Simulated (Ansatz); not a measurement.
# CH3FO2Si: how energies converge with the basis set

Aim: see how fast density functionals converge with the basis set for CH3FO2Si.

Method: one geometry, several basis sets; program: Ansatz 0.2.0, Gaussian basis.

The runs, in order: PBE0-D4/def2-SVP; ωB97M-V/def2-SVP; PBE0-D4/def2-QZVPP; ωB97M-V/def2-QZVPP; the functionals' def2-TZVPP values are taken from earlier runs.

### Step 1. The relaxed structure

An earlier PBE0-D4 in a triple-zeta def2 set relaxation fixed the geometry.

8 atoms, charge 0, spin multiplicity 1.

Atoms are counted from 1 here; the program's logs count them from 0.

Bond lengths: F1–C2 1.349 Å, C2–O3 1.403 Å, C2–O5 1.403 Å, C2–H6 1.093 Å, O3–Si4 1.673 Å, Si4–O5 1.673 Å, Si4–H7 1.479 Å, Si4–H8 1.478 Å. Angles: F1–C2–O3 110.4°, F1–C2–O5 110.4°, F1–C2–H6 107.9°, O3–C2–O5 102.3°, O3–C2–H6 112.9°, O5–C2–H6 112.9°, C2–O3–Si4 88.1°, O3–Si4–O5 81.5°, O3–Si4–H7 116.2°, O3–Si4–H8 114.6°, O5–Si4–H7 116.2°, O5–Si4–H8 114.6°, H7–Si4–H8 111.0°, C2–O5–Si4 88.1°.

### Step 2. PBE0-D4 in def2-SVP

Contents of in.yaml:

```yaml
crystal:
  periodic: [false, false, false]
  atoms:
    - {symbol: F, position_ang: [-0.685769, 0.851683, 1.785584]}
    - {symbol: C, position_ang: [0.021014, 0.831039, 0.636698]}
    - {symbol: O, position_ang: [0.888663, -0.271045, 0.614909]}
    - {symbol: Si, position_ang: [0.039073, -0.842874, -0.708073]}
    - {symbol: O, position_ang: [-0.822597, 0.568329, -0.452887]}
    - {symbol: H, position_ang: [0.544995, 1.786229, 0.547804]}
    - {symbol: H, position_ang: [-0.703791, -2.106659, -0.510979]}
    - {symbol: H, position_ang: [0.810510, -0.873901, -1.968757]}
basis:
  gaussian: {orbitals: def2-SVP}
hamiltonian: {xc: pbe0, dispersion: d4}
output: {orbitals: {seedname: orbitals}}
```

Launch:

```
> ansatz run in.yaml --threads 2 --pin off --events-out ev --progress --plain --max-ram 4352MiB
```

The runs that follow: ωB97M-V in def2-SVP; PBE0-D4 in def2-QZVPP; ωB97M-V in def2-QZVPP.

**Question.** What will the summary of the whole plan be? Wanted: PBE0-D4: double and triple zeta above quadruple; ωB97M-V: double and triple zeta above quadruple.

**Answer**, as computed:

```
                                       quantity           value
PBE0-D4: double and triple zeta above quadruple  13.27, 0.71 eV
ωB97M-V: double and triple zeta above quadruple  13.44, 0.66 eV
```

What this shows: For PBE0-D4 the step from double to triple zeta gains 12.57 eV and the next only 0.71 eV. These are total energies; as a rule much of such shifts cancels in differences, which this series doesn't test. The LUMO of ωB97M-V is positive and keeps falling with the basis (1.53 to 0.67 eV): an unbound level that the basis holds in place.
